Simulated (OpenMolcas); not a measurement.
# Te⁴⁺: CASSCF and CASPT2 terms and fine-structure levels

Wanted: the level scheme of Te⁴⁺ from active-space wave functions, then second-order correlation under several settings.

Program: OpenMolcas 26.06. Level of theory: state-averaged CASSCF and CASPT2, spin-orbit coupling by RASSI with atomic mean-field integrals. These are calculated values, not measurements, unless marked.

## Step 1: Starting point

* Species: Te⁴⁺ (tellurium, Z = 52, 48 electrons)
* Basis: ANO-R1 [6s5p3d1f], 43 functions
* Scalar Hamiltonian: X2C, finite nucleus
* Inactive shells: 1s 2s 2p 3s 3p 3d 4s 4p 4d
* Active space: 2 electrons in 4 orbitals (5s 5p)
* Some configurations of this space: 5p2, 5s 5p, 5s2
* Orbitals: optimised for each spin and parity, averaged over the low roots

The outer shells:

5p2
```
5p [↑ ][↑ ][  ]
```

5s 5p
```
5s [↑ ]
5p [↑ ][  ][  ]
```

5s2
```
5s [↑↓]
```

The work runs as a chain of OpenMolcas steps in one folder; each step below is one input file. Labels, J, g values, rates, χT and fits are worked out afterwards by a script from the matrices that RASSI stores.

## Step 2: GATEWAY and SEWARD: basis and integrals

The input, a.inp:

```
&GATEWAY
Coord
1

Te 0.0 0.0 0.0
Basis=ANO-R1
Group=XYZ
NoMove
AngMom=0.0 0.0 0.0
AMFI
&SEWARD
```

Command:

```bash
$ OMP_NUM_THREADS=1 MOLCAS_MEM=1689 MOLCAS_PROJECT=a pymolcas a.inp > a.log
```

## Step 3: CASSCF: triplets of even parity, 3 roots

The input, a.inp:

```
&RASSCF
FileOrb=start.orb
Symmetry=1
Spin=3
nActEl=2 0 0
Inactive=14 9
Ras2=1 3
CIRoot=3 3 1
SDav=3
CIMx=300
Iter=120 100
PrWF=0.3
OrbListing=Nothing
MaxOrb=0
Atom
>>> COPY $Project.JobIph JOB001
```

start.orb holds the contracted functions of the basis, ordered by shell, or the orbitals of the step before.

## Step 4: CASSCF: singlets of even parity, 7 roots

The input, a.inp:

```
&RASSCF
FileOrb=start.orb
Symmetry=1
Spin=1
nActEl=2 0 0
Inactive=14 9
Ras2=1 3
CIRoot=7 7 1
SDav=7
CIMx=300
Iter=120 100
PrWF=0.3
OrbListing=Nothing
MaxOrb=0
Atom
LevShft=1.5
>>> COPY $Project.JobIph JOB002
```

## Step 5: Reference wave functions, triplets of odd parity, 3 roots

The input, a.inp:

```
&RASSCF
FileOrb=start.orb
Symmetry=2
Spin=3
nActEl=2 0 0
Inactive=14 9
Ras2=1 3
CIRoot=3 3 1
SDav=3
CIMx=300
Iter=120 100
PrWF=0.3
OrbListing=Nothing
MaxOrb=0
Atom
>>> COPY $Project.JobIph JOB003
```

## Step 6: Reference wave functions, singlets of odd parity, 3 roots

a.inp: that of step 5 with these lines changed.

```diff
@@ -3,3 +3,3 @@
 Symmetry=2
-Spin=3
+Spin=1
 nActEl=2 0 0
@@ -15,2 +15,2 @@
 Atom
->>> COPY $Project.JobIph JOB003
+>>> COPY $Project.JobIph JOB004
```

## Step 7: State interaction with spin-orbit coupling

The input, a.inp:

```
&RASSI
NrOfJobIphs=4 3 7 3 3
1 2 3
1 2 3 4 5 6 7
1 2 3
1 2 3
IphNames
JOB001
JOB002
JOB003
JOB004
EJob
SpinOrbit
DIPRint=1.0
SOCoupling=1000.0
Subsets=2
MEES
Property=10
'ANGMOM' 1 'ANGMOM' 2 'ANGMOM' 3 'MLTPL  1' 1 'MLTPL  1' 2 'MLTPL  1' 3
'AMFI' 1 'AMFI' 2 'AMFI' 3 'MLTPL  2' 6
SOProperty=3
'ANGMOM' 1 'ANGMOM' 2 'ANGMOM' 3
```

## Step 8: CASPT2: IPEA 0.25, imaginary shift 0.1 (closed shells correlated: 4d)

The input, a.inp:

```
>>> COPY JOB001 $Project.JobIph
&CASPT2
Multistate=3 1 2 3
Frozen=9 9
IPEA=0.25
Imaginary=0.1
MaxIter=60
WThr=0.0 0.3 0.05
PrWF=0.5
NoMix
>>> COPY JOB002 $Project.JobIph
&CASPT2
Multistate=7 1 2 3 4 5 6 7
Frozen=9 9
IPEA=0.25
Imaginary=0.1
MaxIter=60
WThr=0.0 0.3 0.05
PrWF=0.5
NoMix
>>> COPY JOB003 $Project.JobIph
&CASPT2
Multistate=3 1 2 3
Frozen=9 9
IPEA=0.25
Imaginary=0.1
MaxIter=60
WThr=0.0 0.3 0.05
PrWF=0.5
NoMix
>>> COPY JOB004 $Project.JobIph
&CASPT2
Multistate=3 1 2 3
Frozen=9 9
IPEA=0.25
Imaginary=0.1
MaxIter=60
WThr=0.0 0.3 0.05
PrWF=0.5
NoMix
```

## Step 9: CASPT2: IPEA 0.25, imaginary shift 0.1 (closed shells correlated: 4s 4p 4d)

a.inp: that of step 8 with these lines changed.

```diff
@@ -3,3 +3,3 @@
 Multistate=3 1 2 3
-Frozen=9 9
+Frozen=8 6
 IPEA=0.25
@@ -13,3 +13,3 @@
 Multistate=7 1 2 3 4 5 6 7
-Frozen=9 9
+Frozen=8 6
 IPEA=0.25
@@ -23,3 +23,3 @@
 Multistate=3 1 2 3
-Frozen=9 9
+Frozen=8 6
 IPEA=0.25
@@ -33,3 +33,3 @@
 Multistate=3 1 2 3
-Frozen=9 9
+Frozen=8 6
 IPEA=0.25
```

(Steps that only read results are left out.)

**Question.** What will these runs give? Wanted: lowest level; first excited level; spin-orbit lowering of the lowest level; strongest of the lines computed, by gA, at CASSCF energies.

As calculated:

| quantity | value |
| --- | --- |
| method | SS-CASPT2, IPEA 0.25, imaginary shift 0.1 (closed shells correlated: 4d) |
| lowest level | 5s2 1S0, 100 % of that term |
| ground level listed by NIST | 1S0 |
| first excited level | 5s 5p 3P* 0 at 71110 cm-1 |
| spin-orbit lowering of the lowest level | 15.9 cm-1 |
| strongest of the lines computed, by gA, at CASSCF energies | 5s 5p 1P* 1 → 5s2 1S0, 84.39 nm, A = 7.54e+09 s⁻¹ |

What each method costs and misses:

```csv
method,time of its own steps,time with the reference,mean absolute difference from the measured levels (cm-1)
A. CASSCF,17 s,17 s,7700
"B. SS-CASPT2, IPEA 0.25, imaginary shift 0.1, +4d",1.7 s,18 s,6000
"C. SS-CASPT2, IPEA 0.25, imaginary shift 0.1, +4s 4p 4d",2 s,19 s,5800
```

Times are of one thread on a shared host.

In words: Method C lies closest to the measured levels (5800 cm⁻¹ on average, level with B) and A farthest (7700). Only the configurations of the active space and the roots asked for are present. CASPT2 does not keep the components of a term degenerate, and the means are used. No d shell is active. The basis is small and contracted for the neutral atom, so it is rough for this charge. Levels of other configurations are missing from the list.
